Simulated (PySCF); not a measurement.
# EuH3P (Eu(PH3)2+): the cost of one run

Method: PBE0, Eu lcecp-0-SVP with ECP53, P def2-SVP, H def2-SVP; scalar-relativistic core potentials, no spin–orbit coupling; program: PySCF 2.14.0.

1 further run of the same task is left out (for a known fault of the program).

## Step 1: The system as given

5 atoms, charge 2, spin multiplicity 1.

Bond lengths: Eu1–P2 3.085 Å, P2–H3 1.420 Å, P2–H4 1.420 Å, P2–H5 1.420 Å. Angles: Eu1–P2–H3 121.6°, Eu1–P2–H4 121.6°, Eu1–P2–H5 121.6°, H3–P2–H4 95.1°, H3–P2–H5 95.1°, H4–P2–H5 95.1°.

Coordinates:

```xyz
5
EuH3P
Eu    0.0000    0.0000    0.0000
P     0.0000    0.0000    3.0850
H     1.2100    0.0000    3.8282
H    -0.6050    1.0479    3.8282
H    -0.6050   -1.0479    3.8282
```

Formal oxidation states: Eu +2. Each metal's 7 4f electrons lie in its core potential, so multiplicities, spins and levels count the valence alone.

## Step 2: SCF at the start, singlet

run.py (the lines that set the calculation)

```python
mol = gto.M(atom='''
Eu     0.00000     0.00000     0.00000
P      0.00000     0.00000     3.08500
H      1.21000     0.00000     3.82820
H     -0.60500     1.04790     3.82820
H     -0.60500    -1.04790     3.82820''',
    basis={'Eu': 'lcecp-0-SVP', 'P': 'def2-SVP', 'H': 'def2-SVP'},
    ecp={'Eu': 'lcecp-0-SVP'},
    charge=2, spin=0)
mf = dft.RKS(mol, xc='PBE0')
mf.grids.atom_grid = (50, 194)  # f atoms: unpruned, at least (60, 302)
mf = mf.density_fit()  # fitting sets: Eu AutoAux, P def2-universal-JKFIT, H def2-universal-JKFIT
mf.conv_tol = 1e-08; mf.max_cycle = 55
mf.kernel(dm0)  # dm0: free metal ions and neutral atoms
```

Command:

```sh
$ OMP_NUM_THREADS=2 python run.py
```

Q: Estimate wall time and peak memory on 2 threads of Arm Neoverse V1, shared host.

About 1.7 s, with a peak of 0.37 GiB.
